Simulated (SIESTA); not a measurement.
The system is CS2.

```xyz
6
Lattice="3.6458 -2.9943 0.0000 3.6458 2.9943 0.0000 0.0000 0.0000 9.8513" Properties=species:S:1:pos:R:3 pbc="T T T"
S     3.6458    1.9073    8.7368
S     3.6458    1.0871    3.8111
S     3.6458   -1.0871    6.0401
S     3.6458   -1.9073    1.1145
C     3.6458    0.0000    4.9256
C     0.0000    0.0000    0.0000
```

The cell comes from a database or a generator and needn't be the stable form of this composition.

- Program: SIESTA 5.4.2
- Task: single point
- Functional: PBE
- Potentials or basis: PseudoDojo 0.4 standard (PBE files)
- Basis: DZP (energy shift 0.003 Ry)
- Grid cutoff: 500 Ry
- Energy shift: 0.003 Ry
- k mesh: 6 × 6 × 3
- Occupations: fermi-dirac, width 0.05 eV
- Spin: no spin polarisation

On this cell: pressure 2.0 GPa; largest force 1.664 eV/Å; band gap on the k mesh 3.43 eV, direct.

The same run follows on a disturbed copy (atoms moved at random, drawn with an rms of 0.05 Å):

```
S C
1.0
     3.64579   -2.99431    0.00000
     3.64579    2.99431    0.00000
     0.00000    0.00000    9.85126
S C
4 2
Direct
  0.17345 0.81816 0.88766
  0.31863 0.68338 0.38635
  0.67563 0.31544 0.61508
  0.82849 0.16352 0.11192
  0.49491 0.49930 0.50413
  0.00994 0.98905 0.00088
```

**Question.** What changes?

**Answer.** The energy moves by +47.8 meV/atom; pressure 3.9 GPa; largest force 5.588 eV/Å; band gap on the k mesh 3.46 eV, direct.

Forces in eV/Å, atoms in the order of the input:
```
S   -0.010 -3.816 -4.082
S   -0.023  0.234 -0.132
S   -0.039 -1.551  1.661
S    0.028  2.490  2.699
C    0.060  1.315 -1.528
C   -0.017  1.328  1.382
```

Stress tensor (GPa, compression positive):
```
-0.59  0.05  0.02
 0.05  5.74  3.74
 0.02  3.74  6.48
```

Caveats: an odd mesh through Γ misses points on the zone boundary, where band edges often lie; the basis of atomic orbitals isn't converged, which shifts pressures, moduli and gaps; forces of over 1 eV/Å show positions far from the minimum, so gaps and moduli don't describe the material at rest (some runs).
